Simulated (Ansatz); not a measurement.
# Cl₂FGaH₂ (built from SMILES F.[Cl][GaH][Cl]): search for a transition state, part 2 of 2

Ansatz 0.2.0, Gaussian basis; PBE0-D4.

### Step 6. Vibrations at the point found

vib/in.yaml

```yaml
crystal:
  periodic: [false, false, false]
  atoms:
    - {symbol: Ga, position_ang: [-0.320380, 0.331340, -0.127807]}
    - {symbol: H, position_ang: [-0.139839, -1.118672, 0.841299]}
    - {symbol: Cl, position_ang: [-1.413929, 0.019884, -1.908807]}
    - {symbol: Cl, position_ang: [-0.431052, 2.100859, 1.021703]}
    - {symbol: H, position_ang: [0.798789, -0.996295, 0.439600]}
    - {symbol: F, position_ang: [1.506412, -0.337016, -0.265888]}
basis:
  gaussian: {orbitals: def2-TZVP}
hamiltonian: {xc: pbe0, dispersion: d4}
phonons: {temperatures: {t_min: 298.15, t_max: 900, t_step: 200}}
```

Started as:

```console
> ansatz run in.yaml --threads 4 --pin off --events-out ev --progress --plain --max-ram 9574MiB
```

Log, cut to the lines that bear on the results:

```text
Functional definition: PBE0
  name "PBE0"
  cite "Adamo & Barone, J. Chem. Phys. 110, 6158 (1999) doi:10.1063/1.478522"
  cite "Perdew, Burke & Ernzerhof, Phys. Rev. Lett. 77, 3865 (1996) doi:10.1103/PhysRevLett.77.3865"
  parent pbe
[...]
1193 factors; their error is unknown
[...]
mean field -80159.55557375 eV, -2945.8093332372 hartree, gradient 1.4e-5 eV, S^2 0.000000; 0 other end points of the search recorded, 0 dependent functions left out
[...]
reference -80159.55560072 eV, -2945.8093342281 hartree; 38, 38 occupied and 127, 127 virtual orbitals, 1193 factors
[... from here to the last solve, the lines of the solves are left out (35 solves) ...]
1193 factors; their error is unknown
mean field -80159.55555853 eV, -2945.8093326777 hartree, gradient 1.7e-6 eV, S^2 0.000000; 0 other end points of the search recorded, 0 dependent functions left out
[...]
reference -80159.55558549 eV, -2945.8093336686 hartree; 38, 38 occupied and 127, 127 virtual orbitals, 1193 factors
WARN: phonons: modes at or below zero, which the zero-point energy, F, S and C_V leave out: 1, the lowest at -1107.62 cm⁻¹. A minimum has none, and a first-order saddle one
Total energy: -80159.68473760 eV, -2945.8140799211 hartree
Atom 0 at    -0.320380     0.331340    -0.127807 Å, force     0.002835    -0.001760     0.000317 eV/Å
Atom 1 at    -0.139839    -1.118672     0.841299 Å, force     0.000660     0.001153    -0.001027 eV/Å
Atom 2 at    -1.413929     0.019884    -1.908807 Å, force    -0.000227    -0.000771     0.001668 eV/Å
Atom 3 at    -0.431052     2.100859     1.021703 Å, force    -0.000665    -0.001700     0.000370 eV/Å
Atom 4 at     0.798789    -0.996295     0.439600 Å, force    -0.006466     0.004132    -0.000780 eV/Å
Atom 5 at     1.506412    -0.337016    -0.265888 Å, force     0.003863    -0.001054    -0.000547 eV/Å
Dipole moment:    -0.038688    -0.244586     0.186655 e Å
Vibrations: -1107.62 120.14 129.29 172.38 393.62 409.71 477.37 563.59 1074.86 1166.15 1795.82 1834.14 cm⁻¹, zero-point energy 0.504434 eV
```

It took 2.8 min on 4 threads of AMD EPYC, shared host; peak memory 0.46 GiB.

Wavenumbers and character of the modes:

```
mode  wavenumber (cm⁻¹)                     character
   1              1108i  changes H2–H5, Ga1–H2, H5–F6
   2                120                          bend
   3                129                          bend
   4                172                          bend
   5                394                          bend
   6                410                 Ga–Cl stretch
   7                477                 Ga–Cl stretch
   8                564                  Ga–F stretch
   9               1075        Ga–H stretch with bend
  10               1166                          bend
  11               1796        bend with Ga–H stretch
  12               1834                  Ga–H stretch
```

Vibrational sums (real modes only):

```
T (K)  entropy (J/mol/K)  heat capacity (J/mol/K)
  298               49.1                     48.8
  498               77.8                     63.2
  698              100.7                     72.2
  898              119.6                     78.0
```

### Step 7. Relaxing after a step of 0.30 Å one way along the mode

downa/in.yaml

```yaml
crystal:
  periodic: [false, false, false]
  atoms:
    - {symbol: Ga, position_ang: [-0.148301, 0.385066, -0.223730]}
    - {symbol: H, position_ang: [-0.040876, -1.177968, 0.850294]}
    - {symbol: Cl, position_ang: [-1.422771, -0.001997, -1.884957]}
    - {symbol: Cl, position_ang: [-0.442095, 2.074219, 1.038952]}
    - {symbol: H, position_ang: [0.547814, -1.078339, 0.582011]}
    - {symbol: F, position_ang: [1.506227, -0.200882, -0.362470]}
basis:
  gaussian: {orbitals: def2-TZVP}
hamiltonian: {xc: pbe0, dispersion: d4}
relax: {f_tol: 0.005, max_steps: 200}
```

Started as:

```console
> ansatz run in.yaml --threads 4 --pin off --events-out ev --progress --plain --max-ram 9574MiB
```

Log, cut to the lines that bear on the results:

```text
[... 5 set-up lines as earlier in the session ...]
[...]
1193 factors; their error is unknown
[...]
mean field -80159.66250603 eV, -2945.8132629257 hartree, gradient 3.9e-5 eV, S^2 0.000000; 0 other end points of the search recorded, 0 dependent functions left out
[...]
reference -80159.66253321 eV, -2945.8132639246 hartree; 38, 38 occupied and 127, 127 virtual orbitals, 1193 factors
relax step   1: F+E_penalty+E_count = -80159.79284628 eV  Δ(F+E_penalty+E_count) = +0.000e0 eV  max|allowed force component| = 5.414e0 eV/Å  Δτ_max = 0.0000 Å  (25 SCF iters, accepted)
[...]
1193 factors; their error is unknown
[...]
mean field -80160.55629153 eV, -2945.8461089371 hartree, gradient 1.0e-5 eV, S^2 0.000000; 1 other end points of the search recorded, 0 dependent functions left out
[...]
reference -80160.55631936 eV, -2945.8461099599 hartree; 38, 38 occupied and 127, 127 virtual orbitals, 1193 factors
Total energy: -80160.68583476 eV, -2945.8508695630 hartree
Atom 0 at     0.041009     0.595868    -0.436857 Å, force    -0.000411    -0.000030     0.000169 eV/Å
Atom 1 at    -0.329563    -1.285719     1.023516 Å, force     0.002322    -0.000539    -0.000393 eV/Å
Atom 2 at    -1.396655    -0.089095    -1.821315 Å, force     0.000010    -0.000090    -0.000246 eV/Å
Atom 3 at    -0.420374     1.977926     1.089518 Å, force     0.000133     0.000178     0.000132 eV/Å
Atom 4 at     0.397183    -1.380453     0.847126 Å, force    -0.002283     0.000629     0.000316 eV/Å
Atom 5 at     1.708398     0.181572    -0.701889 Å, force     0.000230    -0.000148     0.000022 eV/Å
Dipole moment:    -0.152356    -0.143565     0.153042 e Å
```

It took 94 s on 4 threads of AMD EPYC, shared host; peak memory 0.46 GiB.

The steps of the relaxation:

```
step  energy from step 1 (eV)  largest force component (eV/Å)
   1                   0.0000                          5.4141
   2                  -0.6242                          0.6108
   3                  -0.8091                          0.5756
   4                  -0.8784                          0.3767
   5                  -0.8786                          0.2802
   6                  -0.8907                          0.3003
   7                  -0.8916                          0.2558
   8                  -0.8922                          0.1758
   9                  -0.8929                          0.0309
  10                  -0.8930                          0.0023
```

Close pairs (by a distance rule), those that changed most:

```
   bond  before (Å)  after (Å)  change (Å)
 Ga1–H5       1.810      2.384      +0.574
 Ga1–H2       1.900      2.410      +0.511
  H2–H5       0.655      0.754      +0.099
 Ga1–F6       1.761      1.738      -0.022
Ga1–Cl4       2.129      2.110      -0.019
Ga1–Cl3       2.129      2.110      -0.019
```

### Step 8. Relaxing after a step of 0.30 Å the other way along the mode

downb/in.yaml

```yaml
crystal:
  periodic: [false, false, false]
  atoms:
    - {symbol: Ga, position_ang: [-0.492459, 0.277614, -0.031884]}
    - {symbol: H, position_ang: [-0.238803, -1.059375, 0.832304]}
    - {symbol: Cl, position_ang: [-1.405088, 0.041765, -1.932657]}
    - {symbol: Cl, position_ang: [-0.420009, 2.127499, 1.004454]}
    - {symbol: H, position_ang: [1.049763, -0.914252, 0.297190]}
    - {symbol: F, position_ang: [1.506596, -0.473151, -0.169306]}
basis:
  gaussian: {orbitals: def2-TZVP}
hamiltonian: {xc: pbe0, dispersion: d4}
relax: {f_tol: 0.005, max_steps: 200}
```

Started as:

```console
> ansatz run in.yaml --threads 4 --pin off --events-out ev --progress --plain --max-ram 9574MiB
```

Log, cut to the lines that bear on the results:

```text
[... 5 set-up lines as earlier in the session ...]
[...]
1193 factors; their error is unknown
[...]
mean field -80158.81105542 eV, -2945.7819726931 hartree, gradient 1.8e-5 eV, S^2 0.000000; 0 other end points of the search recorded, 0 dependent functions left out
[...]
reference -80158.81108236 eV, -2945.7819736831 hartree; 38, 38 occupied and 127, 127 virtual orbitals, 1193 factors
relax step   1: F+E_penalty+E_count = -80158.93769588 eV  Δ(F+E_penalty+E_count) = +0.000e0 eV  max|allowed force component| = 9.319e0 eV/Å  Δτ_max = 0.0000 Å  (26 SCF iters, accepted)
[...]
1193 factors; their error is unknown
[...]
mean field -80160.25655081 eV, -2945.8350936690 hartree, gradient 5.5e-5 eV, S^2 0.000000; 1 other end points of the search recorded, 0 dependent functions left out
[...]
reference -80160.25657901 eV, -2945.8350947053 hartree; 38, 38 occupied and 127, 127 virtual orbitals, 1193 factors
Total energy: -80160.38245353 eV, -2945.8397205086 hartree
Atom 0 at    -0.727380     0.191547     0.108033 Å, force     0.000649    -0.000723     0.000318 eV/Å
Atom 1 at    -0.879169    -1.043038     1.035642 Å, force    -0.000266    -0.000248     0.000271 eV/Å
Atom 2 at    -1.330853     0.126468    -1.941654 Å, force    -0.000153    -0.000238    -0.001007 eV/Å
Atom 3 at    -0.377472     2.145462     0.901368 Å, force     0.000344     0.000828     0.000501 eV/Å
Atom 4 at     1.809576    -1.089511     0.166401 Å, force    -0.000049     0.000080    -0.000070 eV/Å
Atom 5 at     1.505299    -0.330828    -0.269689 Å, force    -0.000525     0.000302    -0.000013 eV/Å
Dipole moment:     0.474501    -0.687072     0.328576 e Å
```

It took 99 s on 4 threads of AMD EPYC, shared host; peak memory 0.46 GiB.

Along the way:

```
step  energy from step 1 (eV)  largest force component (eV/Å)
   1                   0.0000                          9.3191
   2                  -1.2295                          0.5627
   3                  -1.2826                          1.5381
   4                  -1.3608                          1.1489
   5                  -1.4236                          0.6239
   6                  -1.4413                          0.0686
   7                  -1.4431                          0.0285
   8                  -1.4442                          0.1302
   9                  -1.4447                          0.0137
  10                  -1.4447                          0.0145
  11                  -1.4447                          0.0010
```

Close pairs (by a distance rule), those that changed most:

```
   bond  before (Å)  after (Å)  change (Å)
 Ga1–H5       1.977      2.843      +0.866
 Ga1–F6       2.140      2.324      +0.184
  H5–F6       0.788      0.926      +0.139
 Ga1–H2       1.612      1.552      -0.060
Ga1–Cl4       2.122      2.138      +0.016
Ga1–Cl3       2.122      2.138      +0.016
```

### Step 9. What the saddle joins

```
  pair  start side (Å)  saddle (Å)  end side (Å)
Ga1–F6           2.324       1.950         1.738
 H2–H5           2.826       1.028         0.754
Ga1–H2           1.552       1.753         2.410
 H5–F6           0.926       1.197         2.561
```

### Step 10. Summary of results

What follows sums up all 2 parts.

| quantity | value |
| --- | --- |
| imaginary mode | 1108i cm⁻¹ |
| barrier from the start side | 16.1 kcal/mol |
| barrier from the end side | 23.1 kcal/mol |
| energy of the step | -7.0 kcal/mol |
| pairs that change | Ga1–F6 formed, H2–H5 formed, Ga1–H2 broken, H5–F6 broken |
| zero-point energy at the saddle | 0.504 eV |

**Reading.** The point has a single imaginary mode (1108i cm⁻¹), as a transition state must. Going downhill both ways gives the intended start and end. At PBE0-D4/def2-TZVP the electronic barrier is 16.1 kcal/mol, about 27 kT at 298 K, and the step runs 7.0 kcal/mol downhill. The barrier is thin enough for tunnelling; the leading (Wigner) term alone is a factor of 2.2 at 298 K. A step off the saddle overshot and began above it in energy, so the link to its end is likely but not proven. Lower complexes than these ends may exist.
